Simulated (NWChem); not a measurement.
# InHCl2 (SMILES [Cl][InH][Cl]) at M06-2X/def2-SVPD (core potential)

Aim: the electronic atomisation energy of InHCl2 at M06-2X/def2-SVPD (core potential), from 4 runs. 

Program for the calculation: NWChem 7.3.0.

## Step 1: The molecule

InHCl2: 4 atoms, total charge 0, spin state singlet. As SMILES, `[Cl][InH][Cl]`. The shape is that of a PBE0-D4/def2-TZVP optimisation.

Bond lengths: Cl1–In2 2.312 Å, In2–Cl3 2.312 Å, In2–H4 1.694 Å. Angles: Cl1–In2–Cl3 111.9°, Cl1–In2–H4 124.1°, Cl3–In2–H4 124.1°.

## Step 2: A single-point energy at M06-2X/def2-SVPD (core potential) (run 1)

cl2hin.nw

```
start cl2hin
title "Cl2HIn energy"
memory 2200 mb
geometry noautosym nocenter noautoz
  Cl    -1.807300     0.708800    -0.992600
  In     0.149700     0.132200     0.095600
  Cl     0.538000    -2.146000     0.019800
  H      1.175200     1.244600     0.856900
end
basis "ao basis" spherical bse
  * library def2-SVPD
end
ecp bse
  In library def2-SVPD
end
dft
  xc m06-2x
  grid fine
  convergence energy 1e-08
  maxiter 100
  mulliken
  print low
end
task dft energy
```

Started as:

```sh
nwchem cl2hin.nw > cl2hin.out
```

The log of the run:

```text
[...]
 d= 0,ls=0.0,diis     1  -1110.8076620702 -1.33D+03  1.11D-02  2.70D-01     2.7
[...]
 d= 0,ls=0.0,diis     8  -1110.8556927054 -1.20D-09  3.37D-07  4.66D-10    17.5
         Total DFT energy =    -1110.855692705401
      One electron energy =    -2034.418184503539
           Coulomb energy =      782.193622703260
    Exchange-Corr. energy =      -73.584877659065
 Nuclear repulsion energy =      214.953746753942
[...]
      Total Density - Mulliken Population Analysis
     ---------------------------------------------
    Atom       Charge   Shell Charges
 -----------   ------   -------------------------------------------------------
    1 Cl  17    17.60   2.00  1.99  1.24  0.70  0.08  5.94  2.12  3.21  0.29  0.01  0.02
    2 In  21    19.77  -0.60  2.60  0.79 -0.03 -0.01  2.77  3.23  0.89 -0.00  9.70  0.45 -0.02
    3 Cl  17    17.60   2.00  1.99  1.24  0.70  0.08  5.94  2.12  3.21  0.29  0.01  0.02
    4 H    1     1.04   0.67  0.34  0.01  0.02
[...]
```

Wall time 18 s (1 thread of Intel Xeon Platinum 8252C at 3.80GHz (Skylake/Cascade Lake), shared host); peak memory 0.12 GiB.

## Step 3: The Cl atom, same level (run 2)

mol.nw

```
start mol
title "Cl energy"
memory 2200 mb
charge 0
geometry units angstroms noautosym nocenter noautoz
  Cl    0.000000    0.000000    0.000000
end
basis "ao basis" spherical bse
  Cl library def2-SVPD
end
dft
  xc m06-2x
  mult 2
  grid fine
  convergence energy 1e-08
  iterations 100
  mulliken
  noprint "final vectors analysis"
end
task dft energy
```

Run the same way, it converges to -459.98417 Eh (log not shown).

Run 3 isn't shown in full; the table further down has it.

## Step 4: The In atom, same level (run 4)

geom.nw

```
start geom
title "In M06-2X"
memory stack 880 mb heap 220 mb global 1100 mb
charge 0

geometry units angstrom noautosym nocenter noautoz
   In     0.000000     0.000000     0.000000
end

basis spherical bse
   * library def2-SVPD
end

ecp bse
   In library def2-SVPD
end

dft
   xc m06-2x
   mult 2
   grid fine
   convergence energy 1e-08
   iterations 100
   mulliken
   noprint "final vectors analysis"
end

task dft
```

Run the same way, it converges to -190.04465 Eh (log not shown).

## Step 5: Overview of the runs

```tsv
run	level	core potential	partner	energy (Eh)	wall time
1	M06-2X/def2-SVPD (core potential)	def2-SVPD	base	-1110.855693	18 s
2	UM06-2X/def2-SVPD	–	atoms	-459.984173	1.7 s
3	UM06-2X/def2-SVPD	–	atoms	-0.497412	0.6 s
4	UM06-2X/def2-SVPD (core potential)	def2-SVPD	atoms	-190.044651	4.2 s
```

## Step 6: Results

Level: M06-2X/def2-SVPD (core potential).

| quantity | value |
| --- | --- |
| In atom: total energy | -190.04465 Eh |
| In atom: ⟨S²⟩ | 0.755 |
| electronic atomisation energy | 9.396 eV |

Taking the molecule apart into free atoms costs 9.40 eV (217 kcal/mol), before zero-point energy and without spin-orbit coupling. All runs together took 25 s, the longest 18 s.
